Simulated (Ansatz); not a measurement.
Predict the output of the script below (Ansatz's Python interface).

Script `bclh2o2si_deck.py`:
```python
"""Run BClH2O2Si from an input written out key by key."""

import ansatz as az
import numpy as np

DECK = """
crystal:
  periodic: [false, false, false]
  atoms:
    - { symbol: O, position_ang: [-0.1761, 0.7987, 1.6413] }
    - { symbol: Si, position_ang: [-0.5336, 0.045, 0.1396] }
    - { symbol: O, position_ang: [0.2884, -1.3899, 0.0873] }
    - { symbol: B, position_ang: [1.185, -0.5529, -0.8204] }
    - { symbol: Cl, position_ang: [1.9403, -0.4172, -2.4738] }
    - { symbol: H, position_ang: [-0.7401, 1.7028, 1.5685] }
    - { symbol: H, position_ang: [-1.9027, -0.2544, -0.1882] }
basis:
  gaussian: { orbitals: def2-SVP }
hamiltonian:
  xc: pbe0
output:
  forces: true
"""

session = az.Session.from_yaml(DECK)
summary = session.plan(threads=1).execute().report

for key in ("converged", "free_energy_ev", "reference_energy_ev", "n_frozen", "n_occupied", "n_virtual"):
    print(f"{key:22s} {summary[key]}")
symbols = ["O", "Si", "O", "B", "Cl", "H", "H"]
field = summary["mean_field"]
print("<S^2> =", round(abs(field["state"]["spin_squared"]), 4), " all-electron relativity setting:", field["relativity"])
print("passes:", field["passes"])
if "symmetry" in field:
    print("occupied orbitals by irrep:", field["symmetry"]["occupied"])

print("forces (eV/A)")
for symbol, f in zip(symbols, summary["forces_ev_ang"]):
    print(f"  {symbol:2s} {f[0]:9.4f} {f[1]:9.4f} {f[2]:9.4f}")
charges = summary["charge_distribution"]
print("dipole moment", round(4.803205 * float(np.linalg.norm(charges["dipole_moment_e_ang"])), 3), "D")
print("Mulliken:", [(s, round(q, 3)) for s, q in zip(symbols, charges["mulliken_charges_e"])])
```

Output of `python bclh2o2si_deck.py`:
```text
converged              True
free_energy_ev         -25181.016957970136
reference_energy_ev    -25181.016957970136
n_frozen               0
n_occupied             [27, 27]
n_virtual              [61, 61]
<S^2> = 0.0  all-electron relativity setting: none
passes: {'evaluations': 17, 'products': 14}
occupied orbitals by irrep: [{'A': 27}, {'A': 27}]
forces (eV/A)
  O    -3.1892    2.7414   -1.4236
  Si    3.0343    1.9617    0.6249
  O     4.3549   -1.0998   -2.6481
  B    -5.0159    0.2316    0.6931
  Cl   -0.1203   -1.0684    2.0658
  H     2.0775   -2.9508    0.6722
  H    -1.1412    0.1843    0.0158
dipole moment 2.158 D
Mulliken: [('O', -0.432), ('Si', 0.474), ('O', -0.352), ('B', 0.215), ('Cl', -0.069), ('H', 0.226), ('H', -0.062)]
```

Caveats:
- Total energies depend on the basis set; only differences at equal settings carry meaning.
- The geometry is a force-field or estimated start, not a minimum of this method, and the basis set is short of its limit.
- It ran for 3.4 s on 1 thread of Arm Neoverse V2 (shared host), peak memory 0.22 GiB.
